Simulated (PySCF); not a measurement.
# TiFCl: triplet, from a linear start

The task is one start of a wider search on TiFCl: the triplet, from a linear start. It is relaxed, tested by its Hessian and followed downhill if it is a saddle.

Method: PBE0, basis Ti def2-TZVP, F def2-TZVP, Cl def2-TZVP, no relativity, density fitting; program: PySCF 2.14.0.

### 1 Where the work starts

3 atoms, charge 0, spin multiplicity 3.

Bond lengths: Ti1–F2 2.000 Å, Ti1–Cl3 2.350 Å. Angles: F2–Ti1–Cl3 180.0°.

```xyz
3
charge 0 multiplicity 3
Ti    0.0000    0.0000    0.0000
F     0.0000    0.0000   -2.0000
Cl    0.0000    0.0000    2.3500
```

### 2 First SCF at the start

One driver script runs all steps and calls PySCF; scf.py shows how it sets up the SCF of each step. The optimiser is the driver's own. After this first run the driver tries any further starts and a stability analysis.

File scf.py:

```python
from pyscf import gto, scf, dft
mol = gto.M(atom='''
Ti     0.000000     0.000000     0.000000
F      0.000000     0.000000    -2.000000
Cl     0.000000     0.000000     2.350000''',
    basis={'Ti': 'def2-TZVP', 'F': 'def2-TZVP', 'Cl': 'def2-TZVP'},
    charge=0, spin=2)
mf = dft.UKS(mol, xc='PBE0')
mf.grids.atom_grid = (50, 194)
aux = {'Ti': 'def2-universal-JKFIT', 'F': 'def2-universal-JKFIT', 'Cl': 'def2-universal-JKFIT'}
mf = mf.density_fit(auxbasis=aux)
mf.conv_tol = 1e-08
mf.diis_space = 10
mf.max_cycle = 60
mf.init_guess = 'minao'
mf.verbose = 4
mf.kernel()
```

On the command line:

```bash
$ OMP_NUM_THREADS=4 python axn.py task.json out
```

The log of the run:

```text
init E= -1408.84110573095
[... the frontier-level lines of each cycle are left out ...]
cycle= 1 E= -1409.02322108113  delta_E= -0.182  |g|= 0.604  |ddm|= 1.29
cycle= 2 E= -1392.76286794963  delta_E= 16.3  |g|= 6.31  |ddm|=  2.2
cycle= 3 E= -1409.04152783878  delta_E= -16.3  |g|= 0.668  |ddm|= 1.89
cycle= 4 E= -1409.19517246635  delta_E= -0.154  |g|= 0.152  |ddm|= 0.285
cycle= 5 E= -1409.20188768881  delta_E= -0.00672  |g|= 0.0718  |ddm|= 0.0761
cycle= 6 E= -1409.2041892378  delta_E= -0.0023  |g|= 0.0264  |ddm|= 0.0599
cycle= 7 E= -1409.20445558836  delta_E= -0.000266  |g|= 0.00755  |ddm|= 0.0218
cycle= 8 E= -1409.20448442586  delta_E= -2.88e-05  |g|= 0.00122  |ddm|= 0.00869
cycle= 9 E= -1409.20448621994  delta_E= -1.79e-06  |g|= 0.000462  |ddm|= 0.00301
cycle= 10 E= -1409.20448634967  delta_E= -1.3e-07  |g|= 0.000182  |ddm|= 0.000883
cycle= 11 E= -1409.20448636889  delta_E= -1.92e-08  |g|= 3.2e-05  |ddm|= 0.000181
cycle= 12 E= -1409.20448636946  delta_E= -5.75e-10  |g|= 1.06e-05  |ddm|= 3.93e-05
Extra cycle  E= -1409.20448636949  delta_E= -2.5e-11  |g|= 1.23e-05  |ddm|= 1.93e-05
converged SCF energy = -1409.20448636949  <S^2> = 2.0077459  2S+1 = 3.0051595
```

This step, with its further starts and checks, ran for 20 s (4 threads of Arm Neoverse V1, shared host).

The starts that the driver tried:

| start | energy (Eh) |
| --- | --- |
| the minimal-basis guess | -1409.204486 |
| a thermally smeared density | -1409.197237 |
| a smeared PBE density | -1409.197237 |

The test of internal stability and the other starts found no lower solution of this spin.

### 3 Relaxation: linear start, triplet

The program finds C∞v symmetry in the start, which this walk keeps. The walk stops when the largest gradient is under 0.0003 Eh/bohr and the energy has settled too.

Changes to scf.py since step 2:

```diff
@@ -3,3 +3,3 @@
-Ti     0.000000     0.000000     0.000000
-F      0.000000     0.000000    -2.000000
-Cl     0.000000     0.000000     2.350000''',
+Ti     0.000000     0.000000    -0.433498
+F      0.000000     0.000000    -2.433498
+Cl     0.000000     0.000000     1.916502''',
@@ -15 +14,0 @@
-mf.init_guess = 'minao'
```

The optimiser's trace:

| step | energy (Eh) | change (kJ/mol) | largest symmetric gradient (Eh/bohr) |
| --- | --- | --- | --- |
| 0 | -1409.204486 | 0.00 | 0.05533 |
| 1 | -1409.216803 | -32.34 | 0.02758 |
| 2 | -1409.218445 | -36.65 | 0.02266 |
| 3 | -1409.219355 | -39.04 | 0.00323 |
| 4 | -1409.219383 | -39.11 | 0.00031 |
| 5 | -1409.219383 | -39.11 | 0.00005 |

The walk took 16 s.

Geometry (Å) and forces (eV/Å) at some steps:

```
step 0
Ti   0.000   0.000  -0.433   0.000   0.000  -1.482
F    0.000   0.000  -2.433   0.000   0.000   2.845
Cl   0.000   0.000   1.917   0.000   0.000  -1.363
step 1
Ti   0.000   0.000  -0.453   0.000   0.000  -0.747
F    0.000   0.000  -2.331   0.000   0.000   1.418
Cl   0.000   0.000   1.834   0.000   0.000  -0.671
step 3
Ti   0.000   0.000  -0.460   0.000   0.000  -0.087
F    0.000   0.000  -2.275   0.000   0.000   0.166
Cl   0.000   0.000   1.784   0.000   0.000  -0.079
step 5
Ti   0.000   0.000  -0.461   0.000   0.000   0.003
F    0.000   0.000  -2.268   0.000   0.000  -0.001
Cl   0.000   0.000   1.779   0.000   0.000  -0.001
```

End point (C∞v, 5 steps, 39.1 kJ/mol gained): Ti–Cl 2.240 Å, Ti–F 1.807 Å; Cl–Ti–F 180.0°.

### 4 Vibrations and properties at this point

The point is checked on the finer grid, and tightened if its gradient asks for it. The Hessian and the dipole derivatives come from central differences of analytic gradients, with steps of 0.02 bohr.

Changes to scf.py since step 3:

```diff
@@ -3,3 +3,3 @@
-Ti     0.000000     0.000000    -0.433498
-F      0.000000     0.000000    -2.433498
-Cl     0.000000     0.000000     1.916502''',
+Ti     0.000000    -0.000000    -0.431470
+F      0.000000    -0.000000    -2.239162
+Cl     0.000000     0.000000     1.808397''',
@@ -9 +9 @@
-mf.grids.atom_grid = (50, 194)
+mf.grids.atom_grid = (75, 302)
@@ -12 +12 @@
-mf.conv_tol = 1e-08
+mf.conv_tol = 1e-10
```

This SCF starts from the last density.

SCF at the final geometry:

```text
init E= -1409.21941444641
[... the frontier-level lines of each cycle are left out ...]
cycle= 1 E= -1409.21941444641  delta_E= 4.55e-13  |g|= 4.48e-06  |ddm|= 5.85e-06
Extra cycle  E= -1409.21941444639  delta_E= 1.59e-11  |g|= 7.66e-06  |ddm|= 9.44e-06
converged SCF energy = -1409.21941444639  <S^2> = 2.0066614  2S+1 = 3.0044377
```

The whole step took 47 s.

Geometry: C∞v; Ti–Cl 2.240 Å, Ti–F 1.808 Å; Cl–Ti–F 180.0°.

Harmonic modes (main isotopes):

| symmetry | ω (cm⁻¹) | IR (km/mol) | μ (u) | type |
| --- | --- | --- | --- | --- |
| π | 68i | 39.2 | 29.50 | bend |
| σ+ | 396 | 32.2 | 32.02 | stretch |
| σ+ | 688 | 240 | 24.14 | stretch |

2 modes are imaginary, the largest at 68i cm⁻¹: a saddle point, not a minimum.

Properties at this point:

```
Dipole moment                                                   : 0.34 D
Highest occupied level                                          : -6.17 eV
Lowest empty level                                              : -2.99 eV
Rotational constants                                            : 0.07714 cm⁻¹
Zero-point energy (real modes)                                  : 6.5 kJ/mol
Principal polarisabilities                                      : 40.8, 40.8, 54.1 bohr³
Atomisation energy without zero-point energy                    : 1057 kJ/mol
Principal traceless quadrupole moments about the centre of mass : -13.27, 6.63, 6.63 D Å
Spin squared ⟨S²⟩                                               : 2.007
```

Populations by atom (charges in e):

```json
{"atom": "Ti1", "Mulliken": "0.95", "Löwdin": "0.29", "polar tensor": "1.31", "spin (Mulliken)": "2.07", "Mayer order to Ti1": "–"}
{"atom": "F2", "Mulliken": "-0.52", "Löwdin": "-0.29", "polar tensor": "-0.71", "spin (Mulliken)": "-0.02", "Mayer order to Ti1": "0.87"}
{"atom": "Cl3", "Mulliken": "-0.43", "Löwdin": "-0.01", "polar tensor": "-0.60", "spin (Mulliken)": "-0.06", "Mayer order to Ti1": "1.04"}
```

Mulliken populations on Ti1: s 6.56, p 12.20, d 2.27, f 0.02.

### 5 Downhill along the imaginary mode

The atoms are moved a little along the softest imaginary mode and relaxed again.

The program finds Cs symmetry in the start, which this walk keeps. The walk stops when the largest gradient is under 0.0003 Eh/bohr and the energy has settled too.

Changes to scf.py since step 4:

```diff
@@ -3,3 +3,3 @@
-Ti     0.000000    -0.000000    -0.431470
-F      0.000000    -0.000000    -2.239162
-Cl     0.000000     0.000000     1.808397''',
+Ti     0.001003    -0.178999    -0.431558
+F     -0.001400     0.249996    -2.239250
+Cl    -0.000614     0.109615     1.808309''',
@@ -9 +9 @@
-mf.grids.atom_grid = (75, 302)
+mf.grids.atom_grid = (50, 194)
@@ -12 +12 @@
-mf.conv_tol = 1e-10
+mf.conv_tol = 1e-08
```

The optimiser's trace:

| step | energy (Eh) | change (kJ/mol) | largest symmetric gradient (Eh/bohr) |
| --- | --- | --- | --- |
| 0 | -1409.218843 | 0.00 | 0.02212 |
| 1 | -1409.220156 | -3.45 | 0.00700 |
| 2 | -1409.220362 | -3.99 | 0.00272 |
| 3 | -1409.220468 | -4.27 | 0.00304 |
| 4 | -1409.220578 | -4.56 | 0.00299 |
| 5 | -1409.220686 | -4.84 | 0.00285 |
| 6 | -1409.221047 | -5.79 | 0.00184 |
| 7 | -1409.221063 | -5.83 | 0.00062 |
| 8 | -1409.221066 | -5.84 | 0.00018 |

The walk took 34 s.

It settles in Cs symmetry, 5.8 kJ/mol below the start, after 8 steps: Ti–Cl 2.231 Å, Ti–F 1.794 Å; Cl–Ti–F 144.3°.

### 6 Hessian and properties

The same treatment as at the point before.

Changes to scf.py since step 5:

```diff
@@ -3,3 +3,3 @@
-Ti     0.001003    -0.178999    -0.431558
-F     -0.001400     0.249996    -2.239250
-Cl    -0.000614     0.109615     1.808309''',
+Ti     0.001794    -0.320272    -0.435401
+F     -0.002102     0.375178    -2.088290
+Cl    -0.001271     0.226841     1.727434''',
@@ -9 +9 @@
-mf.grids.atom_grid = (50, 194)
+mf.grids.atom_grid = (75, 302)
@@ -12 +12 @@
-mf.conv_tol = 1e-08
+mf.conv_tol = 1e-10
```

Log of the central SCF (cycles and frontier levels):

```text
init E= -1409.22097825565
[... the frontier-level lines of each cycle are left out ...]
cycle= 1 E= -1409.22097825565  delta_E= -3.64e-12  |g|= 9.76e-07  |ddm|= 5.2e-06
Extra cycle  E= -1409.22097825566  delta_E= -9.09e-12  |g|= 1.06e-06  |ddm|= 4.64e-06
converged SCF energy = -1409.22097825566  <S^2> = 2.00642  2S+1 = 3.004277
```

The whole step ran for 86 s (4 threads of Arm Neoverse V1, shared host).

Geometry: Cs; Ti–Cl 2.231 Å, Ti–F 1.793 Å; Cl–Ti–F 143.0°.

Modes, for the most abundant isotopes:

```
symmetry  ω (cm⁻¹)  IR (km/mol)     type
      a'        89         20.4     bend
      a'       412         62.2  stretch
      a'       699          206  stretch
```

No imaginary mode, so this is a minimum.

Properties at this point:

```yaml
Dipole_moment: 2.41 D
Highest_occupied_level: -6.04 eV
Lowest_empty_level: -2.70 eV
Rotational_constants: 1.827, 0.08581, 0.08196 cm⁻¹
Zero-point_energy: 7.2 kJ/mol
Principal_polarisabilities: 46.4, 53.1, 58.5 bohr³
Atomisation_energy_without_zero-point_energy: 1061 kJ/mol
Principal_traceless_quadrupole_moments_about_the_centre_of_mass: -11.71, 4.32, 7.39 D Å
Entropy_at_298.15_K_and_1_bar_electronic_part_spin_only: 298.1 J/(mol K)
Heat_capacity_Cp_at_298.15_K: 51.0 J/(mol K)
Enthalpy_at_298.15_K_above_0_K: 12.98 kJ/mol
Rotational_symmetry_number: 1
Spin_squared_⟨S²⟩: 2.006
```

Populations by atom (charges in e):

```
atom  Mulliken  Löwdin  polar tensor  spin (Mulliken)  Mayer order to Ti1
 Ti1      0.96    0.26          1.42             2.06                   –
  F2     -0.51   -0.27         -0.76            -0.02                0.89
 Cl3     -0.45    0.00         -0.66            -0.05                1.02
```

Mulliken populations on Ti1: s 6.50, p 12.20, d 2.32, f 0.02.

### 7 The points found, side by side

| spin | group | bonds | imaginary modes (cm⁻¹) | ΔE (kJ/mol) | with zero-point energy |
| --- | --- | --- | --- | --- | --- |
| triplet | Cs | Ti–Cl 2.231 Å, Ti–F 1.793 Å | none | 0.0 | 0.0 |
| triplet | C∞v | Ti–Cl 2.240 Å, Ti–F 1.808 Å | 68i, 68i | 4.1 | – |

### 8 Outcome

| quantity | value |
| --- | --- |
| minimum | triplet, Cs |
| geometry | Ti–Cl 2.231 Å, Ti–F 1.793 Å; Cl–Ti–F 143.0° |
| wavenumbers (cm⁻¹) | 89 (a'), 412 (a'), 699 (a') |
| dipole moment | 2.41 D |
| highest occupied, lowest empty level (either spin) | -6.04, -2.70 eV |
| polar-tensor charge of Ti1 | +1.42 e |
| zero-point energy | 7.2 kJ/mol |
| entropy at 298.15 K | 298.1 J/(mol K) |
| atomisation energy (no zero-point energy) | 1061 kJ/mol |
| ⟨S²⟩ | 2.006 |

**Reading.** The linear start (C∞v) ends in a minimum of Cs symmetry, after a stop at a second-order saddle point 4.1 kJ/mol higher, from which it was pushed off along an imaginary mode. The strongest infrared band lies at 699 cm⁻¹ (a', stretch). Most of the spin sits on Ti1 (Mulliken spin 2.06, against 2 for the whole molecule). Only this shape and spin were tried, so other structures or states may lie lower. One determinant may miss the lowest occupation of an open d or f shell.

The search up to here took 3.4 min.
